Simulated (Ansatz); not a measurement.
# Cl2H6O4SiTi: the cost of one run

Program: Ansatz 0.2.0, Gaussian basis. Level of theory: PBE0-D4/def2-SVP. These are calculated values, not measurements.

18 further runs of the same task are left out: 2 that didn't finish, 16 set aside as unsound or not needed.

## 1. Starting geometry

The first end: 14 atoms, charge 0, spin multiplicity 1.

Atoms are counted from 1 here; the program's logs count them from 0.

Bond lengths: Si1–Cl2 2.055 Å, Si1–O5 1.655 Å, Si1–H10 1.471 Å, Si1–H11 1.474 Å, Cl3–Ti6 2.249 Å, H4–O5 0.967 Å, Ti6–O7 1.788 Å, Ti6–O8 1.778 Å, Ti6–O9 1.826 Å, Ti6–H12 2.447 Å, O7–H12 0.961 Å, O8–H13 0.959 Å, O9–H14 0.960 Å. Angles: Cl2–Si1–O5 108.3°, Cl2–Si1–H10 108.3°, Cl2–Si1–H11 106.5°, O5–Si1–H10 106.3°, O5–Si1–H11 112.0°, H10–Si1–H11 115.2°, Si1–O5–H4 118.2°, Cl3–Ti6–O7 113.4°, Cl3–Ti6–O8 104.2°, Cl3–Ti6–O9 114.3°, Cl3–Ti6–H12 111.5°, O7–Ti6–O8 103.0°, O7–Ti6–O9 117.0°, O7–Ti6–H12 19.3°, O8–Ti6–O9 102.6°, O8–Ti6–H12 120.9°, O9–Ti6–H12 103.4°, Ti6–O7–H12 122.8° and more.

Coordinates:

```
Si   -1.8380   -1.5502    0.1580
Cl   -2.7543   -2.8824   -1.1102
Cl   -0.2068    0.5492    2.1766
H     0.1791   -1.3280   -0.8774
O    -0.6087   -0.8083   -0.6656
Ti    0.9119    0.9939    0.2767
O    -0.0507    1.9158   -0.9155
O     2.1617    2.1585    0.7682
O     1.8999   -0.4040   -0.3588
H    -2.8052   -0.4950    0.4962
H    -1.3416   -2.3359    1.3025
H    -0.6147    1.4932   -1.5687
H     2.2091    3.1049    0.6183
H     2.8583   -0.4118   -0.3002
```

The second end:

```xyz
14

Si   -1.6851   -0.5397    1.2819
Cl   -0.2114   -2.6542   -2.0751
Cl   -2.0002    1.3460    2.0380
H    -0.4711   -1.8287   -1.1000
O    -0.4983   -0.4800    0.1644
Ti    0.9501    0.6084   -0.2381
O     0.3611    1.9873   -1.2059
O     1.7081    1.1930    1.2730
O     2.1111   -0.3946   -1.1384
H    -2.9415   -0.9864    0.6443
H    -1.2943   -1.4074    2.4125
H     0.4919    2.2995   -2.1015
H     1.5480    2.0097    1.7503
H     1.9317   -1.1530   -1.7052
```

## 2. The band at PBE0-D4/def2-SVP

neb/in.yaml

```yaml
crystal:
  periodic: [false, false, false]
  atoms:
    - {symbol: Si, position_ang: [-1.838011, -1.550185, 0.157972]}
    - {symbol: Cl, position_ang: [-2.754257, -2.882383, -1.110209]}
    - {symbol: Cl, position_ang: [-0.206795, 0.549226, 2.176610]}
    - {symbol: H, position_ang: [0.179135, -1.328027, -0.877418]}
    - {symbol: O, position_ang: [-0.608661, -0.808348, -0.665603]}
    - {symbol: Ti, position_ang: [0.911895, 0.993902, 0.276712]}
    - {symbol: O, position_ang: [-0.050730, 1.915845, -0.915478]}
    - {symbol: O, position_ang: [2.161670, 2.158523, 0.768202]}
    - {symbol: O, position_ang: [1.899923, -0.404040, -0.358763]}
    - {symbol: H, position_ang: [-2.805194, -0.495035, 0.496241]}
    - {symbol: H, position_ang: [-1.341550, -2.335913, 1.302450]}
    - {symbol: H, position_ang: [-0.614716, 1.493209, -1.568698]}
    - {symbol: H, position_ang: [2.209065, 3.104948, 0.618288]}
    - {symbol: H, position_ang: [2.858326, -0.411822, -0.300206]}
basis:
  gaussian: {orbitals: def2-SVP}
hamiltonian: {xc: pbe0, dispersion: d4}
neb:
  images: 5
  climbing: true
  max_iterations: 40
  initial_path: idpp
  final_atoms:
    - {symbol: Si, position_ang: [-1.685118, -0.539735, 1.281881]}
    - {symbol: Cl, position_ang: [-0.211428, -2.654179, -2.075149]}
    - {symbol: Cl, position_ang: [-2.000170, 1.346025, 2.038047]}
    - {symbol: H, position_ang: [-0.471117, -1.828659, -1.100010]}
    - {symbol: O, position_ang: [-0.498334, -0.480011, 0.164412]}
    - {symbol: Ti, position_ang: [0.950054, 0.608447, -0.238083]}
    - {symbol: O, position_ang: [0.361057, 1.987303, -1.205889]}
    - {symbol: O, position_ang: [1.708139, 1.192965, 1.273021]}
    - {symbol: O, position_ang: [2.111122, -0.394623, -1.138444]}
    - {symbol: H, position_ang: [-2.941457, -0.986375, 0.644295]}
    - {symbol: H, position_ang: [-1.294252, -1.407420, 2.412452]}
    - {symbol: H, position_ang: [0.491922, 2.299460, -2.101490]}
    - {symbol: H, position_ang: [1.547969, 2.009673, 1.750301]}
    - {symbol: H, position_ang: [1.931713, -1.152971, -1.705245]}
```

On the command line:

```
$ ansatz run in.yaml --threads 4 --pin off --events-out ev --progress --plain --max-ram 46080MiB --backend cpu
```

**Question.** How long does this run take on 4 threads of AMD EPYC 7R13, shared host?

About 16 min.
